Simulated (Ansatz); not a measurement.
# Ge2Sb2Se: a trial structure relaxed

The task: take a trial cell of Ge2Sb2Se to zero force and stress.

Program: Ansatz 0.2.0. Level of theory: DFT PBE, scalar-relativistic, plane waves, PAW. These are calculated values, not measurements.

### Step 1. The starting structure

The structure is trigonal, space group P-3m1 (No. 164). Conventional cell: a = 4.022 Å, b = 4.022 Å, c = 9.819 Å, α = 90.00°, β = 90.00°, γ = 120.00°. Ge (site symmetry 3m) has 3 Se at 2.77 Å and 3 Sb at 2.98 Å as nearest neighbours. Sb (site symmetry 3m) is surrounded by 3 Ge at 2.98 Å. Se (site symmetry -3m) is surrounded by 6 Ge at 2.77 Å.

As a file:

```
Ge Sb Se
1.0
     4.02155    0.00000    0.00000
    -2.01078    3.48277    0.00000
     0.00000    0.00000    9.81942
Ge Sb Se
2 2 1
Direct
  0.33333 0.66667 0.34534
  0.66667 0.33333 0.65466
  0.33333 0.66667 0.84441
  0.66667 0.33333 0.15559
  0.00000 0.00000 0.50000
```

Recipe of the guess: species swapped into a database cell of La2GeI2 (P-3m1, No. 164), with Ge on the La sites, Se on the Ge sites and Sb on the I sites. The dimensions are guesses.

### Step 2. A first look at the guess

Input file input.yaml:

```yaml
crystal:
  lattice:
    - [4.02155252, 0.0, 0.0]
    - [-2.01077626, 3.48276665, 0.0]
    - [0.0, 0.0, 9.81941821]
  atoms:
    - { symbol: Ge, position: [0.33333333, 0.66666667, 0.34534001] }
    - { symbol: Ge, position: [0.66666667, 0.33333333, 0.65465999] }
    - { symbol: Sb, position: [0.33333333, 0.66666667, 0.84441] }
    - { symbol: Sb, position: [0.66666667, 0.33333333, 0.15559] }
    - { symbol: Se, position: [0.0, 0.0, 0.5] }
basis:
  ecutwfc: 420
kpoints:
  mp_grid: { grid: [6, 6, 2] }
hamiltonian:
  xc: pbe
scf:
  occupations: { method: gaussian, width: 0.1 }
  lower_state_search: "off"
output:
  forces: true
  stress: true
  eigenvalues: true
```

On the command line:

```sh
$ ansatz run input.yaml --threads 1 --pin off --max-ram 2560MiB --backend cpu --events-out ev --progress --plain --runs-dir out
```

Further runs follow: rough relaxation on the coarse mesh; final relaxation.

**Question.** What will these runs give? Wanted: conventional cell; volume; energy over the elements; gap on the mesh.

As calculated:

| quantity | value |
| --- | --- |
| symmetry at the end (tolerance 0.05 Å) | space group P-3m1 (No. 164) |
| conventional cell | a = 4.013 Å, b = 4.013 Å, c = 8.899 Å, α = 90.00°, β = 90.00°, γ = 120.00° |
| volume | 24.82 Å³/atom |
| energy over the elements | +0.10 eV/atom |
| gap on the mesh | none (metal) |

What this shows: The space group P-3m1 (No. 164) is kept, and the volume per atom shrinks by 9.8 % from the first guess. The formation energy is positive, so the separate elements lie lower. No finished test with a distortion of lower symmetry is shown, so the end may be a saddle point. Spin-orbit coupling is left out for Sb.
